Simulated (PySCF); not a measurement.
# WOF4 (SMILES O=[W](F)(F)(F)F) at 4 levels

Aim: a comparison of 4 runs (CAM-B3LYP/def2-SVP, wB97M-V/def2-SVP, wB97X/def2-SVP, SCS-MP2/def2-SVP) of WOF4. Input form: a Python script.

The results are computed with PySCF 2.14.0.

2 further runs of the same task are left out: 2 set aside as unsound or not needed. Runs told in other sessions of the task aren't counted.

### Step 1. Starting point

WOF4 has 6 atoms, charge 0, and is taken as a singlet. SMILES: `O=[W](F)(F)(F)F`. Geometry: relaxed at PBE0-D4/def2-TZVP.

Bond lengths: O1–W2 1.671 Å, W2–F3 1.848 Å, W2–F4 1.848 Å, W2–F5 1.848 Å, W2–F6 1.848 Å. Angles: O1–W2–F3 105.1°, O1–W2–F4 105.1°, O1–W2–F5 105.1°, O1–W2–F6 105.1°, F3–W2–F4 86.1°, F3–W2–F5 149.8°, F3–W2–F6 86.1°, F4–W2–F5 86.1°, F4–W2–F6 149.8°, F5–W2–F6 86.1°.

### Step 2. A single-point energy at CAM-B3LYP/def2-SVP (core potential) (run 1)

Contents of input.py:

```python
from pyscf import gto, dft

system = gto.M(
    atom='''
O   -1.628740  -0.246930  -0.471180
W   -0.040770  -0.006180  -0.011790
F   -0.123740   1.167320   1.412930
F    0.534690   1.440420  -1.006790
F    0.958650  -1.040750  -1.171390
F    0.299900  -1.313890   1.248240
''',
    max_memory=1860,
    ecp={'W': 'def2-svp'},
    basis='def2-svp',
    verbose=3,
)

ks = dft.RKS(system, xc='cam-b3lyp')
ks.conv_tol = 1e-10
ks.grids.level = 5
ks.kernel()
if not ks.converged:
    ks = ks.newton().run(ks.mo_coeff, ks.mo_occ)

e_final = ks.e_tot
print(f'total energy: {e_final:.8f} hartree')
```

Started as:

```sh
$ OMP_NUM_THREADS=1 python input.py
```

The program printed:

```text
converged SCF energy = -541.407667447453
total energy: -541.40766745 hartree
```

It took 44 s on 1 thread of Arm Neoverse V1, shared host; peak memory 0.54 GiB.

### Step 3. A single-point energy at wB97M-V/def2-SVP (core potential) (run 2)

Contents of calc.py:

```python
from pyscf import gto, dft

mol = gto.M(
    atom='''
O   -1.628740  -0.246930  -0.471180
W   -0.040770  -0.006180  -0.011790
F   -0.123740   1.167320   1.412930
F    0.534690   1.440420  -1.006790
F    0.958650  -1.040750  -1.171390
F    0.299900  -1.313890   1.248240
''',
    verbose=3,
    basis='def2-svp',
    ecp={'W': 'def2-svp'},
    max_memory=1860,
)

myscf = dft.RKS(mol)
myscf.xc = 'wb97m-v'
myscf.conv_tol = 1e-10
myscf.nlcgrids.level = 1
myscf.grids.level = 5
myscf.kernel()
if not myscf.converged:
    myscf = myscf.newton().run(myscf.mo_coeff, myscf.mo_occ)

energy = myscf.e_tot
print('Final energy', energy)
```

Started as:

```sh
$ OMP_NUM_THREADS=1 python calc.py
```

The program printed:

```text
converged SCF energy = -541.353230021551
Final energy -541.3532300215514
```

Run time: 2.9 min. Hardware: 1 thread of Arm Neoverse V1, shared host; peak memory 0.59 GiB.

### Step 4. The energy at wB97X/def2-SVP (core potential) (run 3)

Contents of calc.py:

```python
# O=[W](F)(F)(F)F
from pyscf import gto, dft

mol = gto.M(
    atom='''
O   -1.628740  -0.246930  -0.471180
W   -0.040770  -0.006180  -0.011790
F   -0.123740   1.167320   1.412930
F    0.534690   1.440420  -1.006790
F    0.958650  -1.040750  -1.171390
F    0.299900  -1.313890   1.248240
''',
    max_memory=1860,
    charge=0,
    spin=0,
    ecp={'W': 'def2-svp'},
    verbose=3,
    basis='def2-svp',
)

mf = dft.RKS(mol)
mf.xc = 'wb97x'
mf.conv_tol = 1e-10
mf.grids.level = 5
mf.kernel()
if not mf.converged:
    mf = mf.newton().run(mf.mo_coeff, mf.mo_occ)

energy = mf.e_tot
print('E(%s) = %.9f' % ('WB97X', energy))
```

Started as:

```sh
$ OMP_NUM_THREADS=1 python calc.py
```

The program printed:

```text
converged SCF energy = -541.470486856069
E(WB97X) = -541.470486856
```

Wall time 54 s (1 thread of Arm Neoverse V1, shared host); peak memory 0.54 GiB.

### Step 5. A single-point energy at SCS-MP2/def2-SVP (core potential) (run 4)

Contents of job.py:

```python
from pyscf import gto, scf, mp

mol = gto.M(
    atom='''
O     -3.077873    -0.466630    -0.890401
W     -0.077044    -0.011679    -0.022280
F     -0.233835     2.205915     2.670051
F      1.010418     2.721999    -1.902557
F      1.811586    -1.966732    -2.213606
F      0.566729    -2.482892     2.358832
''',
    ecp={'W': 'def2-svp'},
    verbose=3,
    unit='bohr',
    max_memory=1860,
    charge=0,
    basis='def2-svp',
)

mf = scf.RHF(mol)
mf.conv_tol = 1e-10
mf.kernel()
if not mf.converged:
    mf = mf.newton().run(mf.mo_coeff, mf.mo_occ)

pt = mp.MP2(mf, frozen=5).run()
e_tot = mf.e_tot + 1.2 * pt.e_corr_os + pt.e_corr_ss / 3
print('Final energy', e_tot)
```

Started as:

```sh
$ OMP_NUM_THREADS=1 python job.py
```

The program printed:

```text
converged SCF energy = -538.802795402831
E(RMP2) = -540.12536234323  E_corr = -1.32256694039839
E(SCS-RMP2) = -540.047210156847  E_corr = -1.24441475401603
Final energy -540.0472101568472
```

It took 5.4 s on 1 thread of Arm Neoverse V1, shared host; peak memory 0.31 GiB.

### Step 6. All runs side by side

```
run                                level  nlc grid  integration grid  energy (Eh)  dipole moment (D) of the reference  HOMO energy (eV)  LUMO energy (eV)  wall time
  1  CAM-B3LYP/def2-SVP (core potential)         –                 5  -541.407667                                0.41            -13.11             -2.94       44 s
  2    wB97M-V/def2-SVP (core potential)         1                 5  -541.353230                                0.39            -14.09             -1.82    2.9 min
  3      wB97X/def2-SVP (core potential)         –                 5  -541.470487                                0.39            -14.15             -1.83       54 s
  4    SCS-MP2/def2-SVP (core potential)         –                 –  -540.047210                                0.42            -16.33             -0.71      5.4 s
```

### Step 7. Outcome

| quantity | value |
| --- | --- |
| run 4: total energy | -540.04721 Eh |
| run 4: dipole moment (Hartree–Fock density) | 0.42 D |
| run 4: HOMO energy (Hartree–Fock orbitals) | -16.33 eV |
| run 4: LUMO energy (Hartree–Fock orbitals) | -0.71 eV |
| run 4: HOMO–LUMO gap (Hartree–Fock orbitals) | 15.62 eV |
| run 4: correlation energy (5 core orbitals frozen) | -1244.4 mEh |

What this shows: Over runs 1, 2, 3 the dipole moment (its size) runs from 0.39 D (wB97M-V/def2-SVP) to 0.41 D (CAM-B3LYP/def2-SVP). Over runs 1, 2, 3 the HOMO–LUMO gap runs from 10.17 eV (CAM-B3LYP/def2-SVP) to 12.32 eV (wB97X/def2-SVP). Totals of different functionals can't be ranked against each other. All runs together took 4.6 min, the longest 2.9 min.
